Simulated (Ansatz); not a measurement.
# C₇H₉F₉O₄Si: small, medium and large basis sets

One table from this session's results is given with a row withheld; the runs are named, their logs left out.

The runs use Ansatz 0.2.0, Gaussian basis; one geometry, several basis sets.

Levels to be run: PBE0-D4/def2-SVP; ωB97M-V/def2-SVP; PBE0-D4/def2-QZVPP; ωB97M-V/def2-QZVPP; the functionals' def2-TZVPP values are taken from earlier runs.

### The relaxed structure

The geometry comes from an earlier relaxation with PBE0-D4 in a triple-zeta def2 set; it is a stationary point, not always the lowest conformer.

30 atoms, charge 0, spin multiplicity 1.

Atoms are counted from 1 here; the program's logs count them from 0.

Bond lengths: C1–O2 1.417 Å, C1–H22 1.093 Å, C1–H23 1.093 Å, C1–H24 1.090 Å, O2–Si3 1.610 Å, Si3–O4 1.622 Å, Si3–O10 1.631 Å, Si3–O16 1.630 Å, O4–C5 1.394 Å, C5–C6 1.513 Å, C5–H25 1.094 Å, C5–H26 1.095 Å, C6–F7 1.339 Å, C6–F8 1.336 Å, C6–F9 1.334 Å, O10–C11 1.396 Å, C11–C12 1.514 Å, C11–H27 1.093 Å and more. Angles: O2–C1–H22 110.5°, O2–C1–H23 111.1°, O2–C1–H24 107.9°, H22–C1–H23 109.3°, H22–C1–H24 108.9°, H23–C1–H24 109.1°, C1–O2–Si3 126.1°, O2–Si3–O4 107.2°, O2–Si3–O10 106.8°, O2–Si3–O16 117.2°, O4–Si3–O10 115.1°, O4–Si3–O16 105.8°, O10–Si3–O16 105.2°, Si3–O4–C5 127.4°, O4–C5–C6 109.0°, O4–C5–H25 110.8°, O4–C5–H26 112.5°, C6–C5–H25 107.8° and more.

The first run:

in.yaml

```yaml
crystal:
  periodic: [false, false, false]
  atoms:
    - {symbol: C, position_ang: [-1.280261, 2.312163, 1.230672]}
    - {symbol: O, position_ang: [-0.576395, 1.785047, 0.120117]}
    - {symbol: Si, position_ang: [-0.105943, 0.256860, -0.065560]}
    - {symbol: O, position_ang: [0.698004, -0.164072, 1.279230]}
    - {symbol: C, position_ang: [1.104475, -1.442831, 1.657920]}
    - {symbol: C, position_ang: [0.964588, -1.581101, 3.158200]}
    - {symbol: F, position_ang: [1.364927, -2.802615, 3.533902]}
    - {symbol: F, position_ang: [-0.300871, -1.424722, 3.555485]}
    - {symbol: F, position_ang: [1.705563, -0.687148, 3.814942]}
    - {symbol: O, position_ang: [0.768274, 0.196916, -1.440962]}
    - {symbol: C, position_ang: [1.716072, 1.130347, -1.863583]}
    - {symbol: C, position_ang: [3.115254, 0.581511, -1.677945]}
    - {symbol: F, position_ang: [4.012439, 1.475269, -2.107335]}
    - {symbol: F, position_ang: [3.302620, -0.549846, -2.360835]}
    - {symbol: F, position_ang: [3.379830, 0.319880, -0.392565]}
    - {symbol: O, position_ang: [-1.273948, -0.863940, -0.253470]}
    - {symbol: C, position_ang: [-1.976253, -1.181067, -1.415534]}
    - {symbol: C, position_ang: [-3.305768, -0.456703, -1.461972]}
    - {symbol: F, position_ang: [-3.974283, -0.814350, -2.564480]}
    - {symbol: F, position_ang: [-4.069739, -0.742108, -0.406557]}
    - {symbol: F, position_ang: [-3.145672, 0.871079, -1.492847]}
    - {symbol: H, position_ang: [-2.320357, 1.976564, 1.218603]}
    - {symbol: H, position_ang: [-0.813734, 2.009891, 2.171710]}
    - {symbol: H, position_ang: [-1.259243, 3.399334, 1.154763]}
    - {symbol: H, position_ang: [2.155482, -1.608525, 1.403659]}
    - {symbol: H, position_ang: [0.495182, -2.228729, 1.200666]}
    - {symbol: H, position_ang: [1.581954, 1.331560, -2.929298]}
    - {symbol: H, position_ang: [1.649011, 2.075999, -1.317413]}
    - {symbol: H, position_ang: [-1.422651, -0.921834, -2.323110]}
    - {symbol: H, position_ang: [-2.188547, -2.252812, -1.426403]}
basis:
  gaussian: {orbitals: def2-SVP}
hamiltonian: {xc: pbe0, dispersion: d4}
output: {orbitals: {seedname: orbitals}}
```

The run is started by

```bash
ansatz run in.yaml --threads 11 --pin off --events-out ev --progress --plain --max-ram 120832MiB --backend cuda --devices 0, --max-vram 75GiB
```

Among the steps run: PBE0-D4 in def2-SVP; ωB97M-V in def2-SVP; PBE0-D4 in def2-QZVPP; ωB97M-V in def2-QZVPP.

One table of the session follows, with a row left open; its other results are not shown here.

```
functional       basis  HOMO (eV)  LUMO (eV)
   PBE0-D4    def2-SVP      -8.78       1.06
   PBE0-D4  def2-TZVPP      -8.90       0.56
   PBE0-D4  def2-QZVPP      -8.94       0.24
   ωB97M-V    def2-SVP          ?          ?
   ωB97M-V  def2-TZVPP     -11.32       2.15
   ωB97M-V  def2-QZVPP     -11.36       1.49
```

Estimate the missing values for ωB97M-V, def2-SVP.

**Answer.** HOMO (eV): -11.19; LUMO (eV): 2.87. In the column «HOMO (eV)» it lies between ωB97M-V, def2-TZVPP (-11.32) and PBE0-D4, def2-QZVPP (-8.94).
